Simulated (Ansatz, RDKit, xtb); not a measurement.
**C5H8SSi: which of the isomers drawn lies lowest?**

Which of a sample of isomers of C5H8SSi is the most stable in the gas at 298.15 K, and what are its properties? The sample is small against all isomers, and the most stable one of this formula need not be in it.

The funnel: GFN2-xTB relaxations, single points with a density functional, relaxations at B3LYP-D3(BJ)/def2-SVP, harmonic vibrations (at GFN2-xTB), and a last energy at a higher level. All values are calculated.

### 1 Drawing up candidates

Isomers were taken from a list of plausible structures; this is a sample, not all of them. That gives 14 candidates.

```
label                     SMILES     spin
 c069           Cc1csc([SiH3])c1  singlet
 c109           CSC1=CC=C[SiH2]1  singlet
 c191           CC(=S)C#CC[SiH3]  singlet
 c199           C#C[Si@@H]1CCCS1  singlet
 c297       C#C[C@@H]1C[SiH2]SC1  singlet
 c309           C#C/C=C\C[SiH2]S  singlet
 c421  C#C[C@@H]1[SiH2][C@@H]1SC  singlet
 c441           C#C[SiH2]SC(=C)C  singlet
 c476         C=C1CC(=S)C[SiH2]1  singlet
 c626       C#C[C@@H]1CCS[SiH2]1  singlet
 c670         C=C1C=C(S[SiH3])C1  singlet
 c753           C#C[SiH2]/C=C/SC  singlet
 c757       C#C[C@@H]1C[SiH2]CS1  singlet
 c775           [SiH3]SC1=CC=CC1  singlet
```

Candidates are built by distance geometry, with a force field where one applies, in up to four conformers (letters a to d).

**Question.** With final energies at CCSD(T)/def2-SVP + MP2/def2-TZVPP - MP2/def2-SVP, which structure will this search put lowest in free energy, and by what margin?

| quantity | value |
| --- | --- |
| lowest structure found | Cc1csc([SiH3])c1, singlet |
| next finalist | C#C[Si@@H]1CCCS1, singlet, 8.8 kcal/mol higher in G |
| share at equilibrium, among the finalists | 100.0 % |

`Cc1csc([SiH3])c1` comes out lowest. Among the finalists first place is clear (8.8 kcal/mol); structures outside the list aren't covered. r2SCAN-D4/def2-SVP, B3LYP-D3(BJ)/def2-SVP, HF/def2-SVP and MP2/def2-SVP already put its bonding pattern lowest among the structures in one piece; GFN2-xTB favours the singlet [SiH3]SC1=CC=CC1; HF/STO-3G favours the singlet C#C[Si@@H]1CCCS1. The search is not exhaustive (a finite list of starts, one conformer a finalist), so a lower isomer can't be ruled out. Only 14 drawn patterns were tried, so whole families of isomers are missing, and the result ranks this sample alone. The lowest isomer need not be the one that is made and kept in a bottle, which depends on barriers.
